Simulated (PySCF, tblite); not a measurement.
# C11H14FN3: electronic excitations, NMR shifts

Wanted: electronic excitations, NMR shifts for C11H14FN3 (`CN(C)c1cc(F)cc(C#N)c1N(C)C`).

Computed with tblite 0.8.0 and PySCF 2.14.0 and routines of our own; the level stands in each step. Atoms count from 0.

## 1. The system as given

29 atoms, charge 0, multiplicity 1; geometry from: force field, distance geometry or constructed start.

## 2. Relaxing the molecule with GFN2-xTB

What the job is given:

```
{"job": {"kind": "relax", "xc": "GFN2-xTB", "basis": "xTB"}, "charge": 0, "multiplicity": 1}
C      1.283900    -1.818500     0.896100
N      1.667900    -0.630100     0.140000
C      3.018700    -0.600600    -0.409500
C      0.846800     0.501100     0.124100
C      1.441200     1.768900     0.232000
C      0.676200     2.927700     0.254400
F      1.287800     4.118400     0.361700
C     -0.693900     2.878000     0.177400
C     -1.331200     1.632800     0.056400
C     -2.763300     1.657200    -0.095000
N     -3.917000     1.713300    -0.216400
C     -0.589100     0.422700     0.036300
N     -1.210100    -0.819500    -0.152900
C     -2.260000    -1.272000     0.731600
C     -1.198900    -1.314400    -1.526100
H      2.161600    -2.319300     1.312400
H      0.643900    -1.569600     1.756800
H      0.768500    -2.542300     0.251900
H      3.720400    -0.166200     0.308300
H      3.360400    -1.609100    -0.651000
H      3.043800    -0.016800    -1.339400
H      2.517100     1.880600     0.319500
H     -1.260000     3.807400     0.195800
H     -3.257000    -1.005800     0.355800
H     -2.137200    -0.863800     1.745600
H     -2.236200    -2.364200     0.820600
H     -1.904700    -0.757600    -2.147100
H     -1.488400    -2.374700    -1.548200
H     -0.203000    -1.246900    -1.984800
```

Run with:

```console
$ OMP_NUM_THREADS=1 python large_run.py task.json out
```

The driver reads the jobs from task.json and runs them one after another.

Output:

```text
step      E/eV     max force
  0   -1201.27668    1.829
  1   -1201.29939    3.923
  2   -1201.36966    0.634
  3   -1201.40608    0.656
  4   -1201.44185    0.392
  5   -1201.45671    0.288
  6   -1201.47014    0.271
  7   -1201.48222    0.261
  8   -1201.48981    0.156
  9   -1201.49454    0.177
 10   -1201.49897    0.182
 11   -1201.50465    0.214
 12   -1201.51087    0.175
 13   -1201.51593    0.165
 14   -1201.51940    0.151
 15   -1201.52215    0.116
 16   -1201.52493    0.106
 17   -1201.52781    0.107
 18   -1201.53057    0.094
 19   -1201.53187    0.147
 20   -1201.53227    0.638
 21   -1201.53493    0.084
 22   -1201.53555    0.083
 23   -1201.53846    0.094
 24   -1201.54032    0.109
 25   -1201.54216    0.091
 26   -1201.54375    0.078
 27   -1201.54534    0.073
 28   -1201.54681    0.095
 29   -1201.54832    0.105
 30   -1201.54993    0.103
 31   -1201.55155    0.097
 32   -1201.55307    0.094
 33   -1201.55463    0.108
 34   -1201.55640    0.126
 35   -1201.55833    0.100
 36   -1201.56023    0.097
 37   -1201.56208    0.102
 38   -1201.56393    0.102
 39   -1201.56564    0.108
 40   -1201.56681    0.065
 41   -1201.56750    0.048
 42   -1201.56803    0.047
 43   -1201.56862    0.053
 44   -1201.56930    0.048
 45   -1201.57006    0.068
 46   -1201.57094    0.076
 47   -1201.57197    0.068
 48   -1201.57314    0.083
 49   -1201.57434    0.078
 50   -1201.57560    0.096
 51   -1201.57712    0.100
 52   -1201.57919    0.108
 53   -1201.58186    0.137
 54   -1201.58493    0.152
 55   -1201.58842    0.129
 56   -1201.59196    0.178
 57   -1201.58424    0.396
 58   -1201.59584    0.165
 59   -1201.59701    0.084
 60   -1201.59943    0.077
 61   -1201.60042    0.089
 62   -1201.60376    0.110
 63   -1201.60538    0.097
 64   -1201.60746    0.093
 65   -1201.60938    0.106
 66   -1201.61140    0.103
 67   -1201.61321    0.101
 68   -1201.61471    0.104
 69   -1201.61666    0.098
 70   -1201.61844    0.078
 71   -1201.61966    0.063
 72   -1201.62030    0.062
 73   -1201.62127    0.057
 74   -1201.62226    0.065
 75   -1201.62334    0.064
 76   -1201.62446    0.065
 77   -1201.62598    0.085
 78   -1201.62797    0.103
 79   -1201.63009    0.113
 80   -1201.63188    0.087
 81   -1201.63342    0.071
 82   -1201.63507    0.091
 83   -1201.63679    0.088
 84   -1201.63814    0.085
 85   -1201.63897    0.113
 86   -1201.64002    0.101
 87   -1201.64125    0.093
 88   -1201.64294    0.082
 89   -1201.64388    0.067
 90   -1201.64487    0.065
 91   -1201.64573    0.074
 92   -1201.64659    0.071
 93   -1201.64720    0.055
 94   -1201.64765    0.037
 95   -1201.64802    0.032
 96   -1201.64836    0.035
 97   -1201.64868    0.032
 98   -1201.64902    0.030
 99   -1201.64940    0.028
100   -1201.64967    0.030
101   -1201.64992    0.035
102   -1201.65016    0.029
103   -1201.65044    0.033
104   -1201.65078    0.034
105   -1201.65109    0.034
106   -1201.65136    0.031
107   -1201.65161    0.030
108   -1201.65186    0.036
109   -1201.65209    0.027
110   -1201.65229    0.026
111   -1201.65248    0.026
112   -1201.65269    0.028
113   -1201.65292    0.032
114   -1201.65312    0.025
115   -1201.65326    0.027
116   -1201.65335    0.021
117   -1201.65343    0.017
```

Run time: 2.8 s. Hardware: 1 thread of Arm Neoverse N1, shared host; peak memory 0.19 GiB.

Step by step:

```
step  energy from step 0 (eV)  largest force (eV/Å)
   0                   0.0000                1.8288
   1                  -0.0227                3.9234
   2                  -0.0930                0.6348
   3                  -0.1294                0.6560
   4                  -0.1652                0.3920
   5                  -0.1800                0.2876
   6                  -0.1935                0.2711
   7                  -0.2055                0.2616
   8                  -0.2131                0.1564
  17                  -0.2511                0.1076
  27                  -0.2687                0.0735
  36                  -0.2836                0.0973
  46                  -0.2943                0.0766
  55                  -0.3117                0.1289
  65                  -0.3327                0.1064
  74                  -0.3456                0.0654
  84                  -0.3615                0.0847
  93                  -0.3705                0.0553
 103                  -0.3738                0.0325
 113                  -0.3762                0.0320
 114                  -0.3764                0.0251
 115                  -0.3766                0.0264
 116                  -0.3767                0.0206
 117                  -0.3768                0.0169
```

Close pairs (by a distance rule), those that changed most:

```csv
bond,before (Å),after (Å),change (Å)
C8–C9,1.440,1.412,-0.028
C0–H16,1.101,1.085,-0.016
C3–C11,1.441,1.426,-0.015
C3–C4,1.404,1.390,-0.015
C8–C11,1.420,1.406,-0.014
N1–C2,1.459,1.445,-0.013
C9–N10,1.161,1.148,-0.013
C14–H28,1.099,1.086,-0.013
```

The final coordinates are the input of the step that follows.

## 3. Electronic excitations: TDA CAM-B3LYP/def2-SVP

What the job is given:

```
{"job": {"kind": "uv", "basis": "def2-SVP", "grid": 1, "kgrid": 0, "vcut": null, "nstates": 8, "ntriplets": 3, "tda": true, "delta": ["ip_vertical", "ea_vertical", "triplet_vertical"], "pop": true, "xc": "CAM-B3LYP"}, "charge": 0, "multiplicity": 1}
C      1.394003    -1.755056     0.830663
N      1.560562    -0.706082    -0.156980
C      2.935698    -0.576195    -0.581883
C      0.816127     0.462024     0.020904
C      1.444423     1.696838     0.128310
C      0.705982     2.853475     0.311589
F      1.366686     4.026435     0.433937
C     -0.662085     2.831997     0.394829
C     -1.315626     1.600332     0.247737
C     -2.723831     1.701395     0.236009
N     -3.854306     1.901018     0.207287
C     -0.608268     0.402304     0.044981
N     -1.234053    -0.831048    -0.086584
C     -2.547970    -1.047445     0.468273
C     -1.008242    -1.579255    -1.305638
H      2.015564    -1.571080     1.717340
H      0.354924    -1.815104     1.137611
H      1.691968    -2.707868     0.390783
H      3.611102    -0.252901     0.222450
H      3.272575    -1.553218    -0.930996
H      3.003719     0.126595    -1.410774
H      2.518179     1.778075     0.117546
H     -1.226840     3.736943     0.550589
H     -3.358666    -0.731758    -0.197581
H     -2.643215    -0.521212     1.416179
H     -2.659189    -2.118328     0.655225
H     -1.719038    -1.279904    -2.086926
H     -1.144855    -2.642803    -1.104091
H      0.002726    -1.411403    -1.664272
```

Method: TDA CAM-B3LYP/def2-SVP, vertical, gas phase, core orbitals frozen in the response.

Output:

```text
start: PBE on a coarse grid of 23584 points
cycle   1  E = -690.0362485454  dE =  1.966e+00  |g| = 7.603e-01  |ddm| = 6.995e+00
cycle   2  E = -689.7360209799  dE =  3.002e-01  |g| = 1.395e+00  |ddm| = 2.511e+00
cycle   3  E = -690.1070335556  dE = -3.710e-01  |g| = 5.442e-01  |ddm| = 1.665e+00
cycle   4  E = -690.1752611514  dE = -6.823e-02  |g| = 1.029e-01  |ddm| = 5.522e-01
cycle   5  E = -690.1771822051  dE = -1.921e-03  |g| = 4.638e-02  |ddm| = 1.518e-01
cycle   6  E = -690.1776520003  dE = -4.698e-04  |g| = 1.520e-02  |ddm| = 8.847e-02
cycle   7  E = -690.1777075091  dE = -5.551e-05  |g| = 6.234e-03  |ddm| = 2.935e-02
final grid: 102580 points
cycle   8  E = -690.7915142506  dE = -1.020e-02  |g| = 8.125e-02  |ddm| = 6.487e-01
cycle   9  E = -690.7910053931  dE =  5.089e-04  |g| = 1.004e-01  |ddm| = 1.952e-01
cycle  10  E = -690.7929437124  dE = -1.938e-03  |g| = 1.663e-02  |ddm| = 1.107e-01
cycle  11  E = -690.7929937139  dE = -5.000e-05  |g| = 9.153e-03  |ddm| = 2.087e-02
cycle  12  E = -690.7930106475  dE = -1.693e-05  |g| = 2.110e-03  |ddm| = 1.210e-02
cycle  13  E = -690.7930136908  dE = -3.043e-06  |g| = 6.827e-04  |ddm| = 3.773e-03
cycle  14  E = -690.7930121627  dE =  1.528e-06  |g| = 2.735e-04  |ddm| = 1.449e-03
cycle  15  E = -690.7930113864  dE =  7.763e-07  |g| = 9.873e-05  |ddm| = 8.598e-04
converged SCF energy = -690.7930113864
Vertical ionisation energy (delta-SCF) = 7.4969 eV   <S^2> = 0.770
Vertical electron affinity (delta-SCF) = -0.4645 eV   <S^2> = 0.767
Vertical lowest triplet (delta-SCF) = 3.2498 eV   <S^2> = 2.021

Static polarisability (au): isotropic 136.361, principal 83.863 153.407 171.814

Singlet excitations
state   eV       nm        f      main configurations
  1   4.2740    290.1   0.13709   H->L 0.89
  2   5.0027    247.8   0.00971   H-1->L 0.59, H->L+1 0.35
  3   5.4760    226.4   0.20466   H->L+1 0.56, H-1->L 0.29, H-2->L 0.10
  4   5.8718    211.2   0.28110   H-1->L+1 0.69, H-3->L 0.15
  5   6.4312    192.8   0.08457   H->L+2 0.29, H->L+3 0.28, H-2->L 0.17
  6   6.4546    192.1   0.31997   H-2->L 0.49, H->L+3 0.23
  7   6.6345    186.9   0.07645   H-3->L 0.54, H-2->L+1 0.22, H-1->L+1 0.09
  8   6.6862    185.4   0.05758   H->L+2 0.49, H->L+3 0.18

Triplet excitations (Tamm-Dancoff, eV): 3.2447 3.5439 4.1560
```

Run time: 4.1 min. Hardware: 1 thread of Arm Neoverse N1, shared host; peak memory 0.66 GiB.

The orbitals next to the gap, with their largest atomic shares:

| orbital | eV | atoms |
| --- | --- | --- |
| HOMO−4 | -10.76 | N10 46 %, C9 33 % |
| HOMO−3 | -9.58 | C7 23 %, N1 13 %, C5 11 % |
| HOMO−2 | -9.21 | C4 16 %, N12 14 %, C11 14 % |
| HOMO−1 | -7.84 | N1 27 %, C4 16 %, N12 12 % |
| HOMO | -7.01 | N12 27 %, N1 14 %, C11 10 % |
| LUMO | -0.10 | C4 20 %, C8 18 %, N10 13 % |
| LUMO+1 | 0.93 | C5 21 %, C3 20 %, C11 20 % |
| LUMO+2 | 2.29 | H17 11 %, H19 9 %, H27 8 % |
| LUMO+3 | 2.49 | C9 34 %, N10 32 %, C8 5 % |

With each of the 8 states as a Gaussian band of 0.4 eV half-width at 1/e, the curve within the window shown has maxima at 289 nm (ε 5,600), 192 nm (ε 22,000) L/(mol cm). Beyond the last state computed it falls off for lack of states. The curve at chosen wavelengths:

nm, ε (L/mol/cm) and a bar:
```
      177       5477 #######
      183      14212 ###################
      190      21643 ##############################
      196      20602 #############################
      202      17616 ########################
      209      16663 #######################
      215      16393 #######################
      222      14519 ####################
      228      11615 ################
      234       8242 ###########
      241       4787 ######
      247       2824 ###
      253       1884 ##
      260       1882 ##
      266       2568 ###
      272       3592 ####
      279       4770 ######
      285       5416 #######
      291       5549 #######
      298       5077 ######
      304       4304 #####
      311       3242 ####
      317       2374 ##
      323       1646 #
      330       1009 #
      336        634
```

Leading natural transition orbitals of singlet state 6: the hole lies on N10 19 %; C4, C8, C11 about 16 % each; C5, C9 about 7 % each; the particle on N10 16 %; C4, C8 about 14 % each; C7, C9 about 12 % each.

Leading natural transition orbitals of singlet state 1: the hole lies on N12 28 %; N1 11 %; 4 C atoms about 9 % each; the particle on C4, C8 about 18 % each; N10 12 %; C7, C11 about 10 % each.

Ground-state properties from the same run:

```
           property  computed
  dipole moment (D)      5.21
polarisability (Å³)     20.21
 HOMO–LUMO gap (eV)      6.91
      −ε(HOMO) (eV)      7.01
```

The fields below are evaluated on a grid from the run's orbitals.

Frontier orbitals at CAM-B3LYP/def2-SVP, with the share of their density that lies nearest to each atom:

| orbital | energy (eV) | lies on |
| --- | --- | --- |
| HOMO | -7.01 | N12 25 %; N1 13 %; C3, C5, C11 about 9 % each |
| LUMO | -0.10 | C4, C8 about 17 % each; N10 13 %; C7, C11 about 10 % each |

ELF in a plane through or near 15 of the atoms.

Ten even steps from '0' (0.00) to '9' (1.00):
```
0000000000000000000000000000
0000000000000000000000000000
0000000000012320000000000000
0000000000278871045200000000
0000000000177740499910000000
0000000165103237699700000000
0000000299958655262023441000
0000000048833304746678797300
0000278710176447629317499500
0000169746582855522476786200
0000026458255348720000221000
0000389923773051385898100000
0000167201100036545999600000
0000000048500143014322000000
0000000035300598202200000000
0000000000000165000000000000
0000000000000000000000000000
0000000000000000000000000000
0000000000000000000000000000
0000000000000000000000000000
```
The map spans 13.5 Å across and 13.7 Å up, centred on the molecule. Atoms in the plane (x, y in Å): N1 (-1.7, -0.4), C2 (-3.0, 0.0), C3 (-0.7, 0.6), C4 (-1.1, 2.0), C5 (-0.1, 3.0), F6 (-0.5, 4.2), C7 (1.2, 2.7), C8 (1.6, 1.3), C9 (3.0, 1.1), N10 (4.2, 1.1), C11 (0.7, 0.3), N12 (1.0, -1.1), H21 (-2.1, 2.2), H22 (2.0, 3.5), H23 (3.1, -1.4).

On the surface of density 0.002 e/bohr³ the electrostatic potential runs, from the 1st to the 99th percentile, from -1.76 V near N10 to 1.01 V near H21.

## 4. NMR shifts: GIAO KT3/pcSseg-1

The job, as its differences from that of step 3:

```diff
@@ -1,2 +1,2 @@
-{"job": {"kind": "uv", "basis": "def2-SVP", "grid": 1, "kgrid": 0, "vcut": null, "nstates": 8, "ntriplets": 3, "tda": true, "delta": ["ip_vertical", "ea_vertical", "triplet_vertical"], "pop": true, "xc": "CAM-B3LYP"}, "charge": 0, "multiplicity": 1}
+{"job": {"kind": "nmr", "basis": "pcSseg-1", "pop": false, "xc": "KT3"}, "charge": 0, "multiplicity": 1}
 C      1.394003    -1.755056     0.830663
```

Method: GIAO KT3/pcSseg-1 NMR shielding, non-relativistic, gas phase.

Output:

```text
start: PBE on a coarse grid of 23584 points
cycle   1  E = -690.4700019805  dE =  2.066e+00  |g| = 7.848e-01  |ddm| = 5.440e+00
cycle   2  E = -690.1800197828  dE =  2.900e-01  |g| = 1.398e+00  |ddm| = 2.487e+00
cycle   3  E = -690.5431466674  dE = -3.631e-01  |g| = 5.644e-01  |ddm| = 1.793e+00
cycle   4  E = -690.6136385140  dE = -7.049e-02  |g| = 1.054e-01  |ddm| = 5.315e-01
cycle   5  E = -690.6156562489  dE = -2.018e-03  |g| = 4.489e-02  |ddm| = 1.350e-01
cycle   6  E = -690.6160902770  dE = -4.340e-04  |g| = 1.488e-02  |ddm| = 6.260e-02
cycle   7  E = -690.6161371822  dE = -4.691e-05  |g| = 6.508e-03  |ddm| = 2.411e-02
final grid: 217919 points
cycle   8  E = -702.1886010112  dE = -3.232e-02  |g| = 1.914e-01  |ddm| = 6.806e-01
cycle   9  E = -702.1665660627  dE =  2.203e-02  |g| = 3.978e-01  |ddm| = 6.395e-01
cycle  10  E = -702.1929488251  dE = -2.638e-02  |g| = 7.609e-02  |ddm| = 4.789e-01
cycle  11  E = -702.1942812795  dE = -1.332e-03  |g| = 1.908e-02  |ddm| = 8.135e-02
cycle  12  E = -702.1943497787  dE = -6.850e-05  |g| = 5.894e-03  |ddm| = 2.363e-02
cycle  13  E = -702.1943570230  dE = -7.244e-06  |g| = 2.843e-03  |ddm| = 1.078e-02
cycle  14  E = -702.1943606719  dE = -3.649e-06  |g| = 7.586e-04  |ddm| = 4.285e-03
cycle  15  E = -702.1943585604  dE =  2.112e-06  |g| = 3.537e-04  |ddm| = 1.229e-03
cycle  16  E = -702.1943581526  dE =  4.078e-07  |g| = 1.305e-04  |ddm| = 5.563e-04
cycle  17  E = -702.1943585982  dE = -4.457e-07  |g| = 2.846e-05  |ddm| = 1.687e-04
converged SCF energy = -702.1943585982

GIAO shielding tensors (ppm)
atom      isotropic    diamagn.    paramagn.     s11        s22        s33       span
  0 C      146.954     250.448    -103.494    118.188    135.803    186.872     68.684
  1 N      191.588     330.537    -138.949    152.057    205.767    216.941     64.884
  2 C      142.583     246.516    -103.934    120.645    125.798    181.306     60.661
  3 C       45.724     258.478    -212.754     -9.810     14.397    132.585    142.395
  4 C       80.753     255.490    -174.737     11.694     66.332    164.234    152.540
  5 C       28.448     258.311    -229.863    -38.290     40.485     83.149    121.439
  6 F      279.893     481.086    -201.193    204.620    302.310    332.748    128.128
  7 C       74.390     250.786    -176.396      0.942     68.614    153.615    152.672
  8 C       86.716     258.209    -171.493     13.854     87.542    158.751    144.896
  9 C       69.431     260.530    -191.099    -46.760    -27.460    282.513    329.273
 10 N      -33.530     343.453    -376.983   -177.718   -137.216    214.344    392.062
 11 C       49.297     253.068    -203.772     -3.721     17.782    133.829    137.550
 12 N      193.743     331.459    -137.716    151.299    207.277    222.654     71.355
 13 C      139.978     247.208    -107.230    122.338    123.020    174.575     52.237
 14 C      146.487     250.578    -104.091    119.042    134.522    185.897     66.855
 15 H       29.889      31.225      -1.337     25.978     26.981     36.708     10.730
 16 H       27.532      35.199      -7.667     20.530     30.188     31.879     11.349
 17 H       29.304      32.113      -2.809     25.975     26.779     35.157      9.182
 18 H       28.961      29.083      -0.123     24.638     26.983     35.261     10.623
 19 H       28.962      29.334      -0.373     24.333     27.246     35.308     10.975
 20 H       28.928      31.159      -2.231     25.055     26.433     35.295     10.240
 21 H       25.350      33.344      -7.994     20.568     24.484     30.999     10.431
 22 H       24.956      29.590      -4.634     21.268     25.363     28.236      6.968
 23 H       27.839      30.972      -3.134     22.234     27.790     33.492     11.259
 24 H       28.318      32.146      -3.828     24.073     27.116     33.765      9.691
 25 H       28.875      30.437      -1.562     24.015     27.613     34.998     10.984
 26 H       29.410      31.296      -1.886     24.849     27.236     36.146     11.297
 27 H       29.380      32.420      -3.039     25.738     27.178     35.225      9.487
 28 H       27.624      34.913      -7.289     20.869     30.621     31.381     10.513
```

It took 50 s on 1 thread of Arm Neoverse N1, shared host; peak memory 0.61 GiB.

The references, computed at this level on geometries of the same kind, shield at (ppm): 1H TMS 31.76, 13C TMS 184.7, 19F CFCl3 142.4, 15N NH3 264.4. Their shielding less the atom's gives the shift. The references are single molecules in the gas phase, so shifts against H2O, NH3, PH3, H3PO4 or CFCl3 are not on the usual liquid scales and can be off by tens of ppm. Atoms listed in one row are averaged.

```csv
atoms,environment,σ (ppm),δ (ppm)
C5,aromatic carbon bearing fluorine,28.4,156.3
C3,aromatic carbon bearing nitrogen,45.7,139.0
C11,aromatic carbon bearing nitrogen,49.3,135.4
C9,nitrile carbon,69.4,115.3
C7,aromatic CH,74.4,110.3
C4,aromatic CH,80.8,104.0
C8,substituted aromatic carbon,86.7,98.0
"C13, C14",methyl carbon bonded to N,143.2,41.5
"C0, C2",methyl carbon bonded to N,144.8,40.0
H22,hydrogen on an aromatic CH,24.96,6.80
H21,hydrogen on an aromatic CH,25.35,6.41
"H23, H24, H25, H26, H27, H28",hydrogen on a methyl carbon bonded to N,28.57,3.19
"H15, H16, H17, H18, H19, H20",hydrogen on a methyl carbon bonded to N,28.93,2.83
N10,nitrile nitrogen,-33.5,297.9
N1,aniline-type nitrogen,191.6,72.8
N12,aniline-type nitrogen,193.7,70.7
F6,aryl fluorine,279.9,-137.5
```

Ring of atoms C3, C4, C5, C7, C8, C11: NICS(0) -10.5, NICS(1) -9.6, NICS(1)zz -19.9 ppm (means of both faces).

## 5. Results

```
                                                              quantity                                                           value
                                   lowest singlet (CAM-B3LYP/def2-SVP)                                     4.27 eV (290 nm), f = 0.137
                              brightest single state of those computed                                     state 6, 6.45 eV, f = 0.320
                                                        lowest triplet                                                         3.24 eV
                                     vertical ionisation energy (ΔSCF)                                                         7.50 eV
                                     vertical electron affinity (ΔSCF)                -0.46 eV (unbound: the value hangs on the basis)
                                 surface potential, 1st and 99th percentile                                              -1.76 V and 1.01 V
13C shifts against TMS (KT3/pcSseg-1, means over atoms taken as alike)  156.3, 139.0, 135.4, 115.3, 110.3, 104.0, 98.0, 41.5, 40.0 ppm
 1H shifts against TMS (KT3/pcSseg-1, means over atoms taken as alike)                                      6.80, 6.41, 3.19, 2.83 ppm
                                 15N shifts against NH3 (KT3/pcSseg-1)                                           297.9, 72.8, 70.7 ppm
                               19F shifts against CFCl3 (KT3/pcSseg-1)                                                      -137.5 ppm
```

**Reading.** The lowest singlet, at 4.27 eV, is HOMO→LUMO 0.89 and is bright; of the 8 states computed, the strongest absorption comes from states 5 to 6 together at 6.45 eV. The lowest triplet lies 1.03 eV below the lowest singlet. The orbital energy would give 7.01 eV for ionisation, ΔSCF gives 7.50 eV. At KT3/pcSseg-1: Shielding is most anisotropic at N10 (span 392 ppm, paramagnetic term -377 ppm). NICS(1)zz of -20 ppm above the planar ring from C3 marks a diatropic (aromatic) ring current.
